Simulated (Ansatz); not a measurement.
Write a Python script for the Ansatz DFT code, driven from Python that makes a single point in a Gaussian basis of C₂H₇NSi₂, SMILES C#C[SiH2][SiH2]N. Level of theory: PBE, def2-TZVP basis, multiplicity 1.

```xyz
12

C     2.6927   -1.3434    0.3219
C     1.9742   -0.3814    0.2942
Si    0.8626    1.1285    0.2504
Si   -1.3610    0.4394    0.1597
N    -1.7672   -0.5602   -1.1616
H     3.3356   -2.1937    0.3451
H     1.0852    1.9514    1.4715
H     1.1982    1.9695   -0.9318
H    -2.2855    1.5950    0.0967
H    -1.7123   -0.3647    1.3528
H    -2.7556   -0.7963   -1.1092
H    -1.2668   -1.4441   -1.0897
```

`energy.py`
```python
from pathlib import Path
import json

import ansatz as az


def main() -> None:
    molecule = (
        az.Crystal.molecule()
        .atom("C", [2.6927, -1.3434, 0.3219])
        .atom("C", [1.9742, -0.3814, 0.2942])
        .atom("Si", [0.8626, 1.1285, 0.2504])
        .atom("Si", [-1.361, 0.4394, 0.1597])
        .atom("N", [-1.7672, -0.5602, -1.1616])
        .atom("H", [3.3356, -2.1937, 0.3451])
        .atom("H", [1.0852, 1.9514, 1.4715])
        .atom("H", [1.1982, 1.9695, -0.9318])
        .atom("H", [-2.2855, 1.595, 0.0967])
        .atom("H", [-1.7123, -0.3647, 1.3528])
        .atom("H", [-2.7556, -0.7963, -1.1092])
        .atom("H", [-1.2668, -1.4441, -1.0897])
    )

    model = (
        molecule.calculation()
        .basis(gaussian="def2-TZVP")
        .functional("pbe")
        .orbitals()
    )
    result = model.run(runs_dir="runs")
    report = result.report

    print(f"E = {report['free_energy_ev']:.6f} eV = {report['free_energy_ev'] / 27.211386246:.7f} Ha")
    print("converged:", report["converged"], " doubts:", report["published_state_doubts"] or "none")

    field = report["mean_field"]
    print("<S^2> =", round(abs(field["state"]["spin_squared"]), 4), " all-electron relativity setting:", field["relativity"])
    print("passes:", field["passes"])
    if "symmetry" in field:
        print("occupied orbitals by irrep:", field["symmetry"]["occupied"])

    lines = Path(report["orbitals_path"]).read_text().splitlines()
    field_of = lambda key: [line.split("=")[1].strip() for line in lines if line.startswith(key)]
    orbitals = [(27.211386 * float(e), s, float(n)) for e, s, n in zip(field_of("Ene="), field_of("Spin="), field_of("Occup="))]
    homo = max(e for e, _, n in orbitals if n > 0.5)
    lumo = min(e for e, _, n in orbitals if n < 0.5)
    print(f"HOMO {homo:.3f} eV, LUMO {lumo:.3f} eV, gap {lumo - homo:.3f} eV")
    with open("c2h7nsi2.json", "w") as handle:
        json.dump({k: report[k] for k in ("free_energy_ev", "reference_energy_ev", "n_occupied", "n_virtual")}, handle, indent=1)


if __name__ == "__main__":
    main()
```

```console
$ python energy.py
E = -19420.811548 eV = -713.7016605 Ha
converged: True  doubts: none
<S^2> = 0.0  all-electron relativity setting: none
passes: {'evaluations': 18, 'products': 12}
occupied orbitals by irrep: [{'A': 27}, {'A': 27}]
HOMO -6.064 eV, LUMO -1.350 eV, gap 4.714 eV
```

File `c2h7nsi2.json` afterwards:
```json
{
 "free_energy_ev": -19420.811547864578,
 "reference_energy_ev": -19420.811547864578,
 "n_occupied": [
  27,
  27
 ],
 "n_virtual": [
  182,
  182
 ]
}
```

Total energies depend on the basis set; only differences at equal settings carry meaning. The geometry is a force-field or estimated start, not a minimum of this method, and the basis set is short of its limit. Levels such as HOMO and LUMO are orbital energies: with these approximate functionals they aren't the ionisation energy and electron affinity, and their gap isn't the fundamental gap. Finished in 5 s on 1 thread of Intel(R) Xeon(R) Platinum 8375C CPU @ 2.90GHz (Ice Lake), on a shared host, peak memory 0.31 GiB.

(Lines on the test bed's own set-up are left out of the output.)
